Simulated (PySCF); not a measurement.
# [Gd(NH2)2]+: forces at shaken geometries

How stiff is [Gd(NH2)2]+? Its atoms are displaced at random by several amounts. The structure is generated, not taken from experiment.

Method: TPSS, Gd lcecp-1-SVP with ECP53, N def2-SVP, H def2-SVP; scalar-relativistic core potentials, no spin–orbit coupling; program: PySCF 2.14.0.

4 further runs of the same task are left out: 2 for a known fault of the program, 1 that didn't finish, 1 set aside as unsound or not needed.

### 1 Starting geometry

7 atoms, charge 1, spin multiplicity 1.

Bond lengths: Gd1–N2 2.111 Å, Gd1–H3 2.808 Å, Gd1–N5 2.114 Å, Gd1–H6 2.822 Å, Gd1–H7 2.889 Å, N2–H3 1.031 Å, N2–H4 1.029 Å, N5–H6 1.031 Å, N5–H7 1.030 Å. Angles: N2–Gd1–H3 18.0°, N2–Gd1–N5 104.6°, N2–Gd1–H6 87.0°, N2–Gd1–H7 120.4°, H3–Gd1–N5 86.7°, H3–Gd1–H6 69.0°, H3–Gd1–H7 102.5°, N5–Gd1–H6 17.6°, N5–Gd1–H7 15.8°, H6–Gd1–H7 33.4°, Gd1–N2–H3 122.9°, Gd1–N2–H4 131.3°, H3–N2–H4 105.8°, Gd1–H3–N2 39.2°, Gd1–N5–H6 123.9°, Gd1–N5–H7 130.3°, H6–N5–H7 105.8°, Gd1–H6–N5 38.4° and more.

As a file:

```csv
atom,x (Å),y (Å),z (Å)
Gd1,-1.16454,-0.13915,-0.01192
N2,0.11071,-0.08081,1.66993
H3,1.13114,0.04429,1.59472
H4,-0.08936,-0.14744,2.67725
N5,0.12136,0.13495,-1.66716
H6,1.14202,0.25635,-1.58854
H7,-0.08906,0.18119,-2.67428
```

Formal oxidation states: Gd +3. Each metal's 7 4f electrons lie in its core potential, so multiplicities, spins and levels count the valence alone. An earlier session relaxed this geometry at TPSS, Gd lcecp-1-SVP with ECP53, N def2-SVP, H def2-SVP (singlet, point group Cs).

Its energy there is -147.582992 Eh.

### 2 Atoms moved at random, σ = 0.15 Å

File run.py (the lines that set the calculation):

```python
mol = gto.M(atom='''
Gd    -0.97098    -0.13593    -0.09096
N      0.04095    -0.32211     1.59881
H      1.08189    -0.01032     1.67903
H      0.02038    -0.07586     2.83855
N      0.12452     0.27145    -1.75254
H      0.94572     0.18939    -1.40494
H     -0.08020     0.33274    -2.86795''',
    basis={'Gd': 'lcecp-1-SVP', 'N': 'def2-SVP', 'H': 'def2-SVP'},
    ecp={'Gd': 'lcecp-1-SVP'},
    charge=1, spin=0)
mf = dft.RKS(mol, xc='TPSS')
mf.grids.atom_grid = (50, 194)  # f atoms: unpruned, at least (60, 302)
mf = mf.density_fit()  # fitting sets: Gd AutoAux, N def2-universal-JKFIT, H def2-universal-JKFIT
mf.conv_tol = 1e-08; mf.max_cycle = 55
mf.kernel(dm0)  # dm0: the density of the relaxed state
```

The run is started by

```
> OMP_NUM_THREADS=2 python run.py
```

### 3 Atoms moved at random, σ = 0.15 Å

File run.py (the lines that set the calculation):

```python
mol = gto.M(atom='''
Gd    -1.27814    -0.43428    -0.14016
N      0.34991    -0.25132     1.89112
H      1.07717     0.05137     1.51959
H     -0.17310     0.21768     2.53516
N      0.12617     0.40446    -1.60996
H      1.18942     0.04385    -1.57328
H     -0.12915     0.21764    -2.62246''',
    basis={'Gd': 'lcecp-1-SVP', 'N': 'def2-SVP', 'H': 'def2-SVP'},
    ecp={'Gd': 'lcecp-1-SVP'},
    charge=1, spin=0)
mf = dft.RKS(mol, xc='TPSS')
mf.grids.atom_grid = (50, 194)  # f atoms: unpruned, at least (60, 302)
mf = mf.density_fit()  # fitting sets: Gd AutoAux, N def2-universal-JKFIT, H def2-universal-JKFIT
mf.conv_tol = 1e-08; mf.max_cycle = 55
mf.kernel(dm0)  # dm0: the density of the relaxed state
```

### 4 Atoms moved at random, σ = 0.06 Å

File run.py (the lines that set the calculation):

```python
mol = gto.M(atom='''
Gd    -1.09748    -0.04605     0.06930
N      0.09715    -0.16130     1.69696
H      1.16325     0.09425     1.55588
H     -0.04955    -0.15515     2.69892
N      0.15183     0.07238    -1.70187
H      1.08321     0.29656    -1.56959
H     -0.18614     0.14869    -2.74959''',
    basis={'Gd': 'lcecp-1-SVP', 'N': 'def2-SVP', 'H': 'def2-SVP'},
    ecp={'Gd': 'lcecp-1-SVP'},
    charge=1, spin=0)
mf = dft.RKS(mol, xc='TPSS')
mf.grids.atom_grid = (50, 194)  # f atoms: unpruned, at least (60, 302)
mf = mf.density_fit()  # fitting sets: Gd AutoAux, N def2-universal-JKFIT, H def2-universal-JKFIT
mf.conv_tol = 1e-08; mf.max_cycle = 55
mf.kernel(dm0)  # dm0: the density of the relaxed state
```

Q: Predict the outcome of this session. Wanted: for each run, σ; energy rise; harmonic estimate −½ F·u; largest force component.

**Answer**, as computed:

| σ (Å) | energy rise (eV) | harmonic estimate −½ F·u (eV) | largest force component (eV/Å) |
| --- | --- | --- | --- |
| 0.15 | 2.453 | 2.152 | 8.78 |
| 0.15 | 2.966 | 1.575 | 10.19 |
| 0.06 | 0.515 | 0.504 | 4.63 |

Every displacement raises the energy. For a harmonic well the rise equals −½ F·u; the two differ by at most 47 % here (a move with σ = 0.15 Å), from anharmonicity, the grid and the small forces left at the relaxed point. The bases are small and lack diffuse functions. Spin–orbit coupling is left out.
